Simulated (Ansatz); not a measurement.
# CuB6: a trial structure relaxed, part 1 of 2

Where does this trial cell of CuB6 go when cell and atoms are let free?

Method: DFT PBE, scalar-relativistic, plane waves, PAW, in Ansatz 0.2.0.

## 1. The starting structure

It takes space group Fm-3m (No. 225, cubic). The conventional cell has a = 6.279 Å, b = 6.279 Å, c = 6.279 Å, α = 90.00°, β = 90.00°, γ = 90.00°. Cu (site symmetry m-3m) has 12 B at 2.22 Å as nearest neighbours. B (site symmetry mmm) has 2 Cu at 2.22 Å and 8 B at 2.22 Å as nearest neighbours.

Coordinates:

```cif
data_structure
_symmetry_space_group_name_H-M 'P 1'
_symmetry_Int_Tables_number 1
_cell_length_a 4.4396
_cell_length_b 4.4396
_cell_length_c 4.4396
_cell_angle_alpha 60.000
_cell_angle_beta 60.000
_cell_angle_gamma 60.000
_cell_volume 61.88
loop_
_atom_site_label
_atom_site_type_symbol
_atom_site_fract_x
_atom_site_fract_y
_atom_site_fract_z
_atom_site_occupancy
Cu1 Cu 0.00000 0.00000 0.00000 1
B1 B 0.50000 0.50000 0.00000 1
B2 B 0.50000 0.00000 0.50000 1
B3 B 0.00000 0.00000 0.50000 1
B4 B 0.00000 0.50000 0.00000 1
B5 B 0.00000 0.50000 0.50000 1
B6 B 0.50000 0.00000 0.00000 1
```

A structure generator made this guess: species swapped into a database cell of Zn6Mo (Fm-3m, No. 225), with B on the Zn sites and Cu on the Mo sites. The dimensions are guesses.

## 2. Probe: one point on a coarse mesh

input.yaml reads:

```yaml
crystal:
  lattice:
    - [0.0, 3.13926812, 3.13926812]
    - [3.13926812, 0.0, 3.13926812]
    - [3.13926812, 3.13926812, 0.0]
  atoms:
    - { symbol: Cu, position: [0.0, 0.0, 0.0] }
    - { symbol: B, position: [0.5, 0.5, 0.0] }
    - { symbol: B, position: [0.5, 0.0, 0.5] }
    - { symbol: B, position: [0.0, 0.0, 0.5] }
    - { symbol: B, position: [0.0, 0.5, 0.0] }
    - { symbol: B, position: [0.0, 0.5, 0.5] }
    - { symbol: B, position: [0.5, 0.0, 0.0] }
basis:
  ecutwfc: 420
kpoints:
  mp_grid: { grid: [6, 6, 6] }
hamiltonian:
  xc: pbe
scf:
  occupations: { method: gaussian, width: 0.1 }
  lower_state_search: "off"
output:
  forces: true
  stress: true
  eigenvalues: true
```

Command:

```
> ansatz run input.yaml --threads 1 --pin off --max-ram 2048MiB --backend cpu --events-out ev --progress --plain --runs-dir out
```

The log of the run, cut to the lines that bear on the results:

```text
[...]
SCF converged after 6 iterations
Free energy (F): -7551.366664 eV
[...]
E sigma→0 (E₀):  -7551.363547 eV
Entropy (-TS):   -0.006234 eV (-0.891 meV/atom)
Fermi energy:    10.635661 eV
[...]
--- Forces (eV/Å), atoms counted from 1 ---
  atom   1  Cu    -0.00000000     0.00000000     0.00000000
  atom   2  B      0.00000000    -0.00000000    -0.00000000
  atom   3  B      0.00000000    -0.00000000     0.00000000
  atom   4  B      0.00000000    -0.00000000    -0.00000000
  atom   5  B      0.00000000    -0.00000000    -0.00000000
  atom   6  B      0.00000000    -0.00000000    -0.00000000
  atom   7  B      0.00000000     0.00000000     0.00000000
[...]
--- Stress (GPa, compression-positive) ---
      -28.374593       0.000000      -0.000000
        0.000000     -28.374593       0.000000
       -0.000000       0.000000     -28.374593
  P = ⅓ Tr σ = -28.3746 GPa (-283.746 kbar)
--- Band table (eV; the first three rows and the last of 16) ---
  k-point 0: bands = ["-103.9706", "-61.3396", "-61.3396", "-61.3396", "-3.8982", "3.3493", "3.9138", "3.9138", "3.9138", "5.0013", "5.0013", "5.0013", "5.2795", "5.2795", "7.2335", "7.2335", "7.2335", "8.4190", "8.4190", "8.4190", "11.8994", "11.8994", "12.8195", "15.9763", "15.9763"]
[...]
```

Wall time 1.6 s (1 thread of Arm Neoverse V1, shared host); peak memory 0.31 GiB.

Read-out: pressure -28.4 GPa, largest force 0.00 eV/Å, gap on this mesh none (metal). A cheap, loose relaxation comes first.

## 3. A loose first relaxation

input.yaml, as its differences from that of step 2:

```diff
@@ -26 +26,6 @@
   eigenvalues: true
+relax:
+  adjacent_minimum: "off"
+  f_tol: 0.04
+  max_steps: 70
+  cell: { stress_tol: 0.4 }
```

Command:

```
> ansatz run input.yaml --threads 1 --pin off --max-ram 2048MiB --backend cpu --events-out ev --progress --plain --runs-dir out
```

The log of the run:

```text
Warning: RAYON_NUM_THREADS=1 ignored (pool sized by the plan → 1); use --threads N
Engine: ansatz 0.2.0, aarch64-unknown-linux-gnu
Pseudopotentials: kind: paw
Pseudopotential: Cu, paw, valence charge 19, recommended cutoff 420 eV (normal), Cu.paw.azcp
Pseudopotential: B, paw, valence charge 3, recommended cutoff 420 eV (normal), B.paw.azcp
Functional definition: PBE
  parameter kappa = 0.804
  parameter beta = 0.06672455060314922
  exchange = pbe_x(kappa = kappa, mu = beta*pi^2/3)
  correlation = pbe_c(beta = beta)
Crystal: 7 atoms, lattice volume = 61.875 Å³
Basis set: ecut = 420 eV, 1243 PW (Γ), exchange–correlation on 60×60×60 points (8 copies of the dense FFT grid, shifted against one another)
Bands: 26, of which v1, the nominal top of the filled ones, is band 19 counted from 1 (18 counted from 0)
Symmetry: 48 space group operations
Space group: Fm-3m (ITA 225), of the structure as read, at distance tolerance 4.0e-5 Å
k-points: 16 of 216
Non-local potential: Cu, projectors of the file, l = 0: 3, l = 1: 2, l = 2: 3, l = 3: 1
Non-local potential: B, projectors of the file, l = 0: 2, l = 1: 2, l = 2: 1
PAW form: soft (Blöchl's): semilocal exchange-correlation on the pseudo side does not see the compensation charge
PAW one-centre angular grid: Cu, 590 points (default); XC on 64 Gauss nodes
PAW one-centre angular grid: B, 110 points (default); XC on 64 Gauss nodes
Initial density: superposition of atomic densities (neutral atoms: chi_scale 0, normalization atom), corrected by the library's trained network
Initial wavefunctions: pseudopotential atomic-orbital guess
Functional: x = pbe(κ = 0.804, μ = 0.2195149727645171), c = pbe(β = 0.06672455060314922)
SCF iter   1: F=—  HF=-7551.375738 eV  |F-HF|=—  |Δ(HF+E_count)|=         —  Δρ=1.41e-2  dr2=7.79e-2  ethr=1.77e-3  ⟨swp⟩=6.0  Hψ=1818  notcnv=0  defer=2
preconditioner: auto → none  [insulator: Δε(μ)=0.253 eV  Ē_g=9.119 eV  σ=0.100 eV  W_gap=0.89  n_scr=14 (ndim 8)  ℏωp=25.4 eV  f_vac=0.002  D(μ)=1.25/eV (n_scr^D=8)  ε∞_Penn≈8.8]
SCF iter   2: F=—  HF=-7551.366650 eV  |F-HF|=—  |Δ(HF+E_count)|=   9.09e-3  Δρ=1.80e-3  dr2=8.60e-4  ethr=2.11e-4  ⟨swp⟩=2.1  Hψ=763  notcnv=0  defer=15
SCF iter   3: F=—  HF=-7551.366436 eV  |F-HF|=—  |Δ(HF+E_count)|=   2.14e-4  Δρ=1.25e-3  dr2=5.81e-4  ethr=2.33e-6  ⟨swp⟩=2.0  Hψ=680  notcnv=0  defer=15
SCF iter   4: F=—  HF=-7551.366622 eV  |F-HF|=—  |Δ(HF+E_count)|=   1.86e-4  Δρ=3.75e-4  dr2=5.79e-5  ethr=1.57e-6  ⟨swp⟩=1.9  Hψ=447  notcnv=0  defer=15
SCF iter   5: F=—  HF=-7551.366663 eV  |F-HF|=—  |Δ(HF+E_count)|=   4.04e-5  Δρ=5.95e-5  dr2=1.20e-6  ethr=1.56e-7  ⟨swp⟩=2.2  Hψ=526  notcnv=0  defer=15
SCF iter   6: F=-7551.366664 eV  HF=-7551.366664 eV  |F-HF|=7.39e-9  |Δ(HF+E_count)|=   1.24e-6  Δρ=6.23e-6  dr2=1.88e-8  ethr=2.70e-10  ⟨swp⟩=9.0  Hψ=1902  notcnv=0
SCF 1 converged in 6 iterations: F = -7551.366664 eV  dr2 = 1.88e-8
relax step   1: F+E_penalty+E_count = -7551.36666417 eV  Δ(F+E_penalty+E_count) = +0.000e0 eV  max|allowed force component| = 3.350e-30 eV/Å  Δτ_max = 0.0000 Å  P = -28.375 GPa  Ω = 61.875 Å³  (6 SCF iters, dr2 threshold 1.00e-7 eV, accepted)
Crystal: 7 atoms, lattice volume = 55.347 Å³
Basis set: ecut = 420 eV, 1067 PW (Γ), exchange–correlation on 60×60×60 points (8 copies of the dense FFT grid, shifted against one another)
Initial density: handed on by an earlier stage of this run
Initial wavefunctions: those handed on with the density
iter 1 solved again at ethr=3.10e-3 eV; its pass at ethr=3.10e-3 eV (dr2=1.15e0 eV) is discarded
SCF iter   1: F=—  HF=-7552.414400 eV  |F-HF|=—  |Δ(HF+E_count)|=         —  Δρ=4.89e-2  dr2=1.15e0  ethr=3.10e-3  ⟨swp⟩=1.0  Hψ=2302  notcnv=0
preconditioner: auto → Kerker (q_TF=auto, 2.551 Å⁻¹)  [metal: Δε(μ)=0.081 eV  Ē_g=9.773 eV  σ=0.100 eV  W_gap=0.40  n_scr=14 (ndim 8)  ℏωp=26.9 eV  f_vac=0.000  D(μ)=2.51/eV (n_scr^D=14)]
SCF iter   2: F=—  HF=-7552.285686 eV  |F-HF|=—  |Δ(HF+E_count)|=   1.29e-1  Δρ=1.16e-2  dr2=1.17e-1  ethr=3.10e-3  ⟨swp⟩=2.0  Hψ=517  notcnv=0
preconditioner: auto → none  [insulator: Δε(μ)=0.179 eV  Ē_g=9.913 eV  σ=0.100 eV  W_gap=0.78  n_scr=14 (ndim 8)  ℏωp=26.9 eV  f_vac=0.000  D(μ)=1.58/eV (n_scr^D=14)  ε∞_Penn≈8.4]
SCF iter   3: F=—  HF=-7552.251155 eV  |F-HF|=—  |Δ(HF+E_count)|=   3.45e-2  Δρ=6.95e-3  dr2=2.43e-2  ethr=3.16e-4  ⟨swp⟩=2.2  Hψ=798  notcnv=0  defer=21
SCF iter   4: F=—  HF=-7552.248154 eV  |F-HF|=—  |Δ(HF+E_count)|=   3.00e-3  Δρ=7.41e-4  dr2=2.56e-4  ethr=6.56e-5  ⟨swp⟩=1.8  Hψ=472  notcnv=0  defer=21
SCF iter   5: F=—  HF=-7552.248598 eV  |F-HF|=—  |Δ(HF+E_count)|=   4.44e-4  Δρ=5.14e-4  dr2=1.26e-4  ethr=6.92e-7  ⟨swp⟩=2.0  Hψ=680  notcnv=0  defer=21
SCF iter   6: F=—  HF=-7552.248579 eV  |F-HF|=—  |Δ(HF+E_count)|=   1.90e-5  Δρ=8.95e-5  dr2=3.62e-6  ethr=3.42e-7  ⟨swp⟩=1.2  Hψ=426  notcnv=0  defer=21
SCF iter   7: F=-7552.248578 eV  HF=-7552.248578 eV  |F-HF|=3.11e-7  |Δ(HF+E_count)|=   7.17e-7  Δρ=2.46e-5  dr2=2.82e-7  ethr=1.89e-9  ⟨swp⟩=8.7  Hψ=2014  notcnv=0
SCF 2 converged in 7 iterations: F = -7552.248578 eV  dr2 = 2.82e-7
relax step   2: F+E_penalty+E_count = -7552.24857798 eV  Δ(F+E_penalty+E_count) = -8.819e-1 eV  max|allowed force component| = 4.010e-30 eV/Å  Δτ_max = 0.0000 Å  P = -12.669 GPa  Ω = 55.347 Å³  energy of the carried Pulay correction = +1.144e-2 eV  (7 SCF iters, dr2 threshold 7.00e-7 eV, accepted)
Crystal: 7 atoms, lattice volume = 51.015 Å³
Basis set: ecut = 420 eV, 965 PW (Γ), exchange–correlation on 60×60×60 points (8 copies of the dense FFT grid, shifted against one another)
iter 1 solved again at ethr=1.75e-3 eV; its pass at ethr=3.10e-3 eV (dr2=6.47e-1 eV) is discarded
SCF iter   1: F=—  HF=-7552.479855 eV  |F-HF|=—  |Δ(HF+E_count)|=         —  Δρ=3.81e-2  dr2=6.51e-1  ethr=1.75e-3  ⟨swp⟩=1.1  Hψ=2304  notcnv=0
preconditioner: auto → Kerker (q_TF=auto, 2.586 Å⁻¹)  [metal: Δε(μ)=0.052 eV  Ē_g=10.562 eV  σ=0.100 eV  W_gap=0.28  n_scr=14 (ndim 8)  ℏωp=28.0 eV  f_vac=0.000  D(μ)=3.43/eV (n_scr^D=26)]
SCF iter   2: F=—  HF=-7552.402165 eV  |F-HF|=—  |Δ(HF+E_count)|=   7.77e-2  Δρ=8.35e-3  dr2=5.82e-2  ethr=1.75e-3  ⟨swp⟩=2.1  Hψ=530  notcnv=0
preconditioner: auto → none  [insulator: Δε(μ)=0.104 eV  Ē_g=10.677 eV  σ=0.100 eV  W_gap=0.53  n_scr=14 (ndim 8)  ℏωp=28.0 eV  f_vac=0.000  D(μ)=2.58/eV (n_scr^D=26)  ε∞_Penn≈7.9]
SCF iter   3: F=—  HF=-7552.381149 eV  |F-HF|=—  |Δ(HF+E_count)|=   2.10e-2  Δρ=5.45e-3  dr2=1.44e-2  ethr=1.57e-4  ⟨swp⟩=2.0  Hψ=802  notcnv=0  defer=9
SCF iter   4: F=—  HF=-7552.379433 eV  |F-HF|=—  |Δ(HF+E_count)|=   1.72e-3  Δρ=6.52e-4  dr2=1.31e-4  ethr=3.90e-5  ⟨swp⟩=2.0  Hψ=494  notcnv=0  defer=9
SCF iter   5: F=—  HF=-7552.379787 eV  |F-HF|=—  |Δ(HF+E_count)|=   3.54e-4  Δρ=3.89e-4  dr2=6.21e-5  ethr=3.54e-7  ⟨swp⟩=2.0  Hψ=689  notcnv=0  defer=9
SCF iter   6: F=-7552.379776 eV  HF=-7552.379777 eV  |F-HF|=7.10e-7  |Δ(HF+E_count)|=   1.00e-5  Δρ=3.16e-5  dr2=3.90e-7  ethr=1.89e-9  ⟨swp⟩=8.1  Hψ=2105  notcnv=0
SCF 3 converged in 6 iterations: F = -7552.379776 eV  dr2 = 3.90e-7
relax step   3: F+E_penalty+E_count = -7552.37977618 eV  Δ(F+E_penalty+E_count) = -1.312e-1 eV  max|allowed force component| = 2.122e-30 eV/Å  Δτ_max = 0.0000 Å  P = +4.762 GPa  Ω = 51.015 Å³  energy of the carried Pulay correction = +1.976e-2 eV  (6 SCF iters, dr2 threshold 7.00e-7 eV, accepted)
Crystal: 7 atoms, lattice volume = 52.062 Å³
iter 1 solved again at ethr=1.05e-4 eV; its pass at ethr=3.10e-3 eV (dr2=3.88e-2 eV) is discarded
SCF iter   1: F=—  HF=-7552.399319 eV  |F-HF|=—  |Δ(HF+E_count)|=         —  Δρ=9.13e-3  dr2=3.91e-2  ethr=1.05e-4  ⟨swp⟩=1.1  Hψ=2150  notcnv=0
preconditioner: auto → none  [insulator: Δε(μ)=0.097 eV  Ē_g=10.607 eV  σ=0.100 eV  W_gap=0.51  n_scr=14 (ndim 8)  ℏωp=27.7 eV  f_vac=0.000  D(μ)=1.91/eV (n_scr^D=14)  ε∞_Penn≈7.8]
SCF iter   2: F=—  HF=-7552.393180 eV  |F-HF|=—  |Δ(HF+E_count)|=   6.14e-3  Δρ=1.50e-3  dr2=6.51e-4  ethr=1.05e-4  ⟨swp⟩=2.4  Hψ=599  notcnv=0
SCF iter   3: F=—  HF=-7552.392647 eV  |F-HF|=—  |Δ(HF+E_count)|=   5.33e-4  Δρ=8.35e-4  dr2=3.70e-4  ethr=1.76e-6  ⟨swp⟩=2.0  Hψ=712  notcnv=0
SCF iter   4: F=—  HF=-7552.392603 eV  |F-HF|=—  |Δ(HF+E_count)|=   4.41e-5  Δρ=1.63e-4  dr2=5.97e-6  ethr=1.00e-6  ⟨swp⟩=2.3  Hψ=621  notcnv=0
iter 5 did not close the SCF: its close was put off for the readings that it lacked (scf_convergence_deferred on its scf_iter line)
SCF iter   5: F=-7552.392608 eV  HF=-7552.392608 eV  |F-HF|=2.62e-7  |Δ(HF+E_count)|=   5.40e-6  Δρ=1.67e-5  dr2=9.66e-8  ethr=1.61e-8  ⟨swp⟩=2.0  Hψ=641  notcnv=0
SCF iter   6: F=-7552.392608 eV  HF=-7552.392608 eV  |F-HF|=1.09e-11  |Δ(HF+E_count)|=   3.16e-8  Δρ=9.82e-7  dr2=2.48e-10  ethr=2.61e-10  ⟨swp⟩=3.2  Hψ=1527  notcnv=0
SCF 4 converged in 6 iterations: F = -7552.392608 eV  dr2 = 2.48e-10
relax step   4: F+E_penalty+E_count = -7552.39260820 eV  Δ(F+E_penalty+E_count) = -1.283e-2 eV  max|allowed force component| = 1.399e-30 eV/Å  Δτ_max = 0.0000 Å  P = -0.119 GPa  Ω = 52.062 Å³  energy of the carried Pulay correction = +1.769e-2 eV  (6 SCF iters, dr2 threshold 7.00e-7 eV, accepted)
Initial wavefunctions: pseudopotential atomic-orbital guess (no wavefunctions were taken with the density)
iter 1 solved again at ethr=7.95e-8 eV; its pass at ethr=3.10e-3 eV (dr2=2.94e-5 eV) is discarded
SCF iter   1: F=—  HF=-7552.381513 eV  |F-HF|=—  |Δ(HF+E_count)|=         —  Δρ=4.17e-4  dr2=1.25e-5  ethr=7.95e-8  ⟨swp⟩=3.4  Hψ=2974  notcnv=0
preconditioner: auto → none  [insulator: Δε(μ)=0.101 eV  Ē_g=10.557 eV  σ=0.100 eV  W_gap=0.52  n_scr=14 (ndim 8)  ℏωp=27.7 eV  f_vac=0.000  D(μ)=2.07/eV (n_scr^D=14)  ε∞_Penn≈7.9]
SCF iter   2: F=—  HF=-7552.381553 eV  |F-HF|=—  |Δ(HF+E_count)|=   4.04e-5  Δρ=2.87e-4  dr2=1.44e-5  ethr=3.37e-8  ⟨swp⟩=2.0  Hψ=705  notcnv=0
SCF iter   3: F=—  HF=-7552.381561 eV  |F-HF|=—  |Δ(HF+E_count)|=   7.45e-6  Δρ=1.24e-4  dr2=4.07e-6  ethr=3.37e-8  ⟨swp⟩=2.4  Hψ=693  notcnv=0
SCF iter   4: F=—  HF=-7552.381566 eV  |F-HF|=—  |Δ(HF+E_count)|=   5.37e-6  Δρ=8.27e-6  dr2=7.81e-9  ethr=1.10e-8  ⟨swp⟩=2.6  Hψ=731  notcnv=0
iter 5 did not close the SCF: its close was put off for the readings that it lacked (scf_convergence_deferred on its scf_iter line)
SCF iter   5: F=-7552.381566 eV  HF=-7552.381566 eV  |F-HF|=3.18e-11  |Δ(HF+E_count)|=   1.57e-8  Δρ=8.84e-7  dr2=1.33e-10  ethr=2.11e-11  ⟨swp⟩=2.4  Hψ=699  notcnv=0
SCF iter   6: F=-7552.381566 eV  HF=-7552.381566 eV  |F-HF|=4.55e-12  |Δ(HF+E_count)|=  4.00e-11  Δρ=5.16e-8  dr2=3.43e-13  ethr=1.00e-12  ⟨swp⟩=2.2  Hψ=1342  notcnv=0
SCF 5 converged in 6 iterations: F = -7552.381566 eV  dr2 = 3.43e-13
relax step   5: F+E_penalty+E_count = -7552.38156607 eV  Δ(F+E_penalty+E_count) = +1.104e-2 eV  max|allowed force component| = 1.554e-30 eV/Å  Δτ_max = 0.0000 Å  P = -0.353 GPa  Ω = 52.062 Å³  stress off target by 3.53e-1 GPa  SCF on the basis re-selected at this cell (its energy is not comparable with the rows above)  (6 SCF iters)
basis re-selected at this cell: Δ(F+E_penalty+E_count) = +1.104e-2 eV, ΔP = -0.235 GPa vs the last step (what re-selecting the basis moved, of the pressure what is left beyond the Pulay correction that the steps carried, after the strain that the cell walked since its last selection, with what the two solves' SCF thresholds leave and, on support functions, any second-order correction that the steps lacked; it is no measure of the basis error at this ecutwfc). This SCF's stress stands 3.53e-1 GPa from its target on what of the cell is left free (relax.cell.stress_tol is 4.00e-1 GPa) and its largest allowed force component is 1.55e-30 eV/Å (relax.f_tol is 4.00e-2 eV/Å): within both
SCF converged after 6 iterations
Free energy (F): -7552.381566 eV
Harris-Foulkes:  -7552.381566 eV  (|F-HF|=4.55e-12)
Internal energy: -7552.371181 eV  (E = F + TS)
E sigma→0 (E₀):  -7552.376373 eV
Entropy (-TS):   -0.010385 eV (-1.484 meV/atom)
Fermi energy:    13.381744 eV
--- Per-component energies (eV) ---
  E_band       = -367.875734
  E_kinetic    = 576.111348
  E_local      = -5710.265954  (includes V_loc(G=0)·N_el)
  E_nonlocal   = 454.072649
  E_hartree    = 2553.986164
  E_xc         = -281.008675
  E_vxc        = -343.199593  (∫ρ·V_xc dr)
  E_paw        = -2125.768689  (= ΣΔE_a)
  E_vpaw       = -452.566723  (= ΣTr[D̂ρ^β])
  E_aug_tail   = 0.000220  (compensation charges beyond the density's cutoff)
  E_ewald      = -3019.498244
  E_smearing   = -0.010385  (= −TS)
  E_closure    = -0.000000  (closes the sum)
  Σ components = -7552.381566   (vs F -7552.381566, Δ=0.00e0)
--- Forces (eV/Å), atoms counted from 1 ---
  atom   1  Cu    -0.00000000     0.00000000     0.00000000
  atom   2  B      0.00000000    -0.00000000     0.00000000
  atom   3  B      0.00000000    -0.00000000    -0.00000000
  atom   4  B      0.00000000    -0.00000000     0.00000000
  atom   5  B     -0.00000000    -0.00000000     0.00000000
  atom   6  B      0.00000000    -0.00000000    -0.00000000
  atom   7  B      0.00000000    -0.00000000    -0.00000000
  max |Σ_I F_I| component: 3.98e-30 eV/Å
--- Stress (GPa, compression-positive) ---
       -0.353237      -0.000000      -0.000000
       -0.000000      -0.353237      -0.000000
       -0.000000      -0.000000      -0.353237
  P = ⅓ Tr σ = -0.3532 GPa (-3.532 kbar)
--- Band table (eV; the first three rows and the last of 16) ---
  k-point 0: bands = ["-102.1398", "-59.5181", "-59.5181", "-59.5181", "-2.9397", "4.7138", "5.6377", "5.6377", "5.6377", "6.6447", "6.6447", "6.6447", "6.9636", "6.9636", "9.1858", "9.1858", "9.1858", "11.2515", "11.2515", "11.2515", "15.5308", "15.5308", "15.7656", "18.7643", "19.3630", "19.3630"]
  k-point 1: bands = ["-102.1398", "-59.5181", "-59.5181", "-59.5181", "-2.6478", "3.4332", "5.5533", "5.5533", "5.7501", "6.6434", "6.6434", "6.7008", "6.7509", "6.7509", "8.9741", "9.4263", "9.4263", "11.5270", "11.5270", "12.2228", "16.1449", "16.1449", "16.8704", "18.6168", "18.6168", "19.6355"]
  k-point 2: bands = ["-102.1399", "-59.5181", "-59.5181", "-59.5180", "-1.7894", "1.5094", "4.9976", "5.4391", "5.4391", "6.3265", "6.3265", "6.6595", "6.6595", "7.1717", "8.9428", "9.8117", "9.8117", "12.4266", "12.4266", "13.9128", "16.5283", "16.5283", "18.0734", "18.0734", "18.9429", "20.2798"]
  k-point 15: bands = ["-102.1399", "-59.5180", "-59.5180", "-59.5180", "0.4483", "1.2355", "1.3452", "2.9195", "5.3276", "6.2052", "6.2361", "6.3693", "6.9448", "8.9567", "9.7841", "10.6971", "12.0729", "12.7434", "14.1609", "14.8046", "15.9020", "17.4782", "18.2115", "18.2912", "18.5753", "19.4562"]
--- Relaxed structure (4 steps of the walk, 4 accepted, 1 SCFs on fresh bases) ---
  F+E_penalty+E_count = -7552.38156607 eV   max|allowed force component| = 1.554e-30 eV/Å   (the final SCF, on the basis selected at the relaxed cell)
  cell:  # Å, volume = 52.0615 Å³
    - [-4.585834374226426e-34, 2.96366373844385, 2.96366373844385]
    - [2.96366373844385, -2.5476864718274e-34, 2.96366373844385]
    - [2.96366373844385, 2.96366373844385, 5.095372032895589e-35]
  atoms:
    - { symbol: Cu, position: [4.294475366669424e-34, -4.002334185263337e-34, -4.1191906578257755e-34] }
    - { symbol: B, position: [0.5, 0.5, 0.0] }
    - { symbol: B, position: [0.5, 0.0, 0.5] }
    - { symbol: B, position: [-8.334415084460967e-35, -8.334415084460967e-35, 0.5] }
    - { symbol: B, position: [0.0, 0.5, 0.0] }
    - { symbol: B, position: [0.0, 0.5, 0.5] }
    - { symbol: B, position: [0.5, 0.0, 0.0] }
```

Run time: 9.2 s. Hardware: 1 thread of Arm Neoverse V1, shared host; peak memory 0.33 GiB.

Relaxation path:

| step | energy from step 1 (eV/cell) | largest force component (eV/Å) | pressure (GPa) | volume (Å³) |
| --- | --- | --- | --- | --- |
| 1 | 0.0000 | 0.0000 | -28.37 | 61.87 |
| 2 | -0.8819 | 0.0000 | -12.67 | 55.35 |
| 3 | -1.0131 | 0.0000 | 4.76 | 51.02 |
| 4 | -1.0259 | 0.0000 | -0.12 | 52.06 |
| 5 | -1.0149 | 0.0000 | -0.35 | 52.06 |

Step 1 is the start. Step 5 repeats the geometry before it on a plane-wave basis chosen anew for that cell, so its energy need not be comparable with the rows above.

Lengths and angles in the start's conventional setting:

|  | before | after | change |
| --- | --- | --- | --- |
| a (Å) | 6.279 | 5.927 | -5.6 % |
| b (Å) | 6.279 | 5.927 | -5.6 % |
| c (Å) | 6.279 | 5.927 | -5.6 % |
| volume (Å³/atom) | 8.84 | 7.44 | -15.9 % |
| shortest distance (Å) | 2.220 | 2.096 | -5.6 % |
| space group (0.01 Å) | Fm-3m | Fm-3m | same |

Forces and stress were held to the start's 48 operations: a distortion of lower symmetry was not tested.

(Continued in part 2 of 2.)
